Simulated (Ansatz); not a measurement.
# W (Tungsten): the cost of one run

Program: Ansatz 0.2.0. Level of theory: DFT PBE, scalar-relativistic, plane waves, PAW. These are calculated values, not measurements.

1 further run of the same task is left out (set aside as unsound or not needed).

**1. The system as given**

It takes space group Im-3m (No. 229, cubic). The conventional cell has a = 3.184 Å, b = 3.184 Å, c = 3.184 Å, α = 90.00°, β = 90.00°, γ = 90.00°. W (site symmetry m-3m) has 8 W at 2.76 Å as nearest neighbours.

As a file:

```cif
data_structure
_symmetry_space_group_name_H-M 'Im-3m'
_symmetry_Int_Tables_number 229
_cell_length_a 3.1836
_cell_length_b 3.1836
_cell_length_c 3.1836
_cell_angle_alpha 90.000
_cell_angle_beta 90.000
_cell_angle_gamma 90.000
_cell_volume 32.27
loop_
_atom_site_label
_atom_site_type_symbol
_atom_site_symmetry_multiplicity
_atom_site_Wyckoff_symbol
_atom_site_fract_x
_atom_site_fract_y
_atom_site_fract_z
_atom_site_occupancy
W1 W 2 a 0.00000 0.00000 0.00000 1
```

This cell was relaxed beforehand with the same method: volume 16.13 Å³/atom, gap on the mesh none (metal).

**2. Bands, states and charges**

Contents of input.yaml:

```yaml
crystal:
  lattice:
    - [-1.5917776929, 1.5917776929, 1.5917776929]
    - [1.5917776929, -1.5917776929, 1.5917776929]
    - [1.5917776929, 1.5917776929, -1.5917776929]
  atoms:
    - { symbol: W, position: [0.0, 0.0, 0.0] }
basis:
  ecutwfc: 420
kpoints:
  mp_grid: { grid: [18, 18, 18] }
  band_path:
    path:
      - [[0.0, 0.0, 0.0], [0.5, -0.5, 0.5], [0.0, 0.0, 0.5], [0.0, 0.0, 0.0], [0.25, 0.25, 0.25], [0.5, -0.5, 0.5]]
      - [[0.25, 0.25, 0.25], [0.0, 0.0, 0.5]]
    npoints: 14
hamiltonian:
  xc: pbe
scf:
  occupations: { method: gaussian, width: 0.1 }
  n_extra_bands: 6
output:
  forces: true
  stress: true
  eigenvalues: true
  populations: true
  dos: { projected: true, de: 0.02, nscf_kmesh: { grid: [27, 27, 27] } }
  bader: true
  write_density: true
  write_potential: true
  elf: true
  volumetric_format: npy
```

Launch:

```sh
$ ansatz run input.yaml --threads 1 --pin off --max-ram 2560MiB --backend cpu --events-out ev --progress --plain --runs-dir out
```

Q: Estimate wall time and peak memory on 1 thread of Intel Xeon Platinum 8259CL at 2.50GHz (Skylake/Cascade Lake), shared host.

About 24 s, with a peak of 0.47 GiB.
